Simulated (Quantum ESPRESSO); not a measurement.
Runs of Quantum ESPRESSO 7.5 on C2OH2. The cell holds a molecule in a box, 5 atoms: a = 12.000 Å, b = 12.000 Å, c = 11.000 Å, α = 90.00°, β = 90.00°, γ = 90.00°. 

```tsv
task	level	potentials or basis	cell	cutoff (eV)	smearing	boundary across the vacuum	most ionic steps	forc conv thr	etot conv thr	ion dynamics	gap on the mesh (eV)	largest force (eV/Å)
single point	PBE	PseudoDojo 0.4.1 SR PBE standard	atoms moved at random, drawn with an rms of 0.05 Å	1143	fermi-dirac 0.05 eV	none	-	-	-	-	3.91	3.54
relaxation of the atoms	BLYP+D2	SG15 PBE 1.2	atoms relaxed	1197	fermi-dirac 0.01 eV	mt	40	0.0004 Ry/bohr	1e-05 Ry	bfgs	(a)	0.01
real-space fields	PBE	PseudoDojo 0.4.1 SR PBE standard	as given	1143	fermi-dirac 0.05 eV	none	-	-	-	-	3.79	1.13
real-space fields	WC	Ansatz NC SR PBE	atoms moved at random, drawn with an rms of 0.15 Å	1238	fermi-dirac 0.05 eV	mt	-	-	-	-	3.56	8.45
relaxation of the atoms	PBE+D3	Ansatz NC SR PBE	atoms relaxed	1238	fixed	mt	40	0.0004 Ry/bohr	1e-05 Ry	bfgs	3.70	-
```

Alike in all rows: no spin polarisation; k mesh 1 × 1 × 1.

Task: Fill in the values left out.

Result: (a) 3.77.

Caveats: this is a molecule in a periodic box, so the gap is that between its Kohn-Sham HOMO and LUMO and the box isn't a crystal; the potentials were made for another functional, which shifts forces and pressure (some runs).

A gap of «none» marks a metal or a gap under the smearing width.
